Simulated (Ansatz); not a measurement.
**CH₃GeNS: basis-set convergence**

How large a basis does CH₃GeNS need? Two functionals are run in growing sets.

Program: Ansatz 0.2.0, Gaussian basis. Level of theory: one geometry, several basis sets. These are calculated values, not measurements.

The runs, in order: PBE0-D4/def2-SVP; ωB97M-V/def2-SVP; PBE0-D4/def2-QZVPP; ωB97M-V/def2-QZVPP; the functionals' def2-TZVPP values are taken from earlier runs.

**1. Structure used throughout**

The geometry comes from an earlier relaxation with PBE0-D4 in a triple-zeta def2 set; it is a stationary point, not always the lowest conformer.

7 atoms, charge 0, spin multiplicity 1.

Atoms are counted from 1 here; the program's logs count them from 0.

Bond lengths: S1–C2 1.608 Å, C2–N3 1.317 Å, C2–Ge4 1.979 Å, N3–Ge4 1.885 Å, N3–H5 1.014 Å, Ge4–H6 1.535 Å, Ge4–H7 1.535 Å. Angles: S1–C2–N3 141.5°, S1–C2–Ge4 152.3°, N3–C2–Ge4 66.3°, C2–N3–Ge4 74.0°, C2–N3–H5 127.0°, Ge4–N3–H5 159.1°, C2–Ge4–N3 39.8°, C2–Ge4–H6 122.7°, C2–Ge4–H7 122.7°, N3–Ge4–H6 111.9°, N3–Ge4–H7 111.9°, H6–Ge4–H7 114.1°.

**2. PBE0-D4 in def2-SVP**

in.yaml

```yaml
crystal:
  periodic: [false, false, false]
  atoms:
    - {symbol: S, position_ang: [-1.556195, -2.063988, 0.559743]}
    - {symbol: C, position_ang: [-0.556171, -0.851045, 0.223381]}
    - {symbol: N, position_ang: [0.726989, -0.572203, 0.118673]}
    - {symbol: Ge, position_ang: [-0.187316, 1.030018, -0.267375]}
    - {symbol: H, position_ang: [1.503330, -1.208845, 0.261325]}
    - {symbol: H, position_ang: [0.097943, 2.118177, 0.776605]}
    - {symbol: H, position_ang: [0.032721, 1.479987, -1.718052]}
basis:
  gaussian: {orbitals: def2-SVP}
hamiltonian: {xc: pbe0, dispersion: d4}
output: {orbitals: {seedname: orbitals}}
```

Launch:

```console
$ ansatz run in.yaml --threads 2 --pin off --events-out ev --progress --plain --max-ram 4352MiB
```

The runs that follow: ωB97M-V in def2-SVP; PBE0-D4 in def2-QZVPP; ωB97M-V in def2-QZVPP.

**Question.** What will the summary of the whole plan be? Wanted: PBE0-D4: double and triple zeta above quadruple; ωB97M-V: double and triple zeta above quadruple.

**Answer**, as computed:

| quantity | value |
| --- | --- |
| PBE0-D4: double and triple zeta above quadruple | 15.48, 1.69 eV |
| ωB97M-V: double and triple zeta above quadruple | 15.47, 1.63 eV |

PBE0-D4 gains 13.79 eV from double to triple zeta, then 1.69 eV more. Total energies overstate the basis error of differences, where much of it tends to cancel. The LUMO of ωB97M-V is positive and keeps falling with the basis (0.63 to 0.09 eV): an unbound level that the basis holds in place.
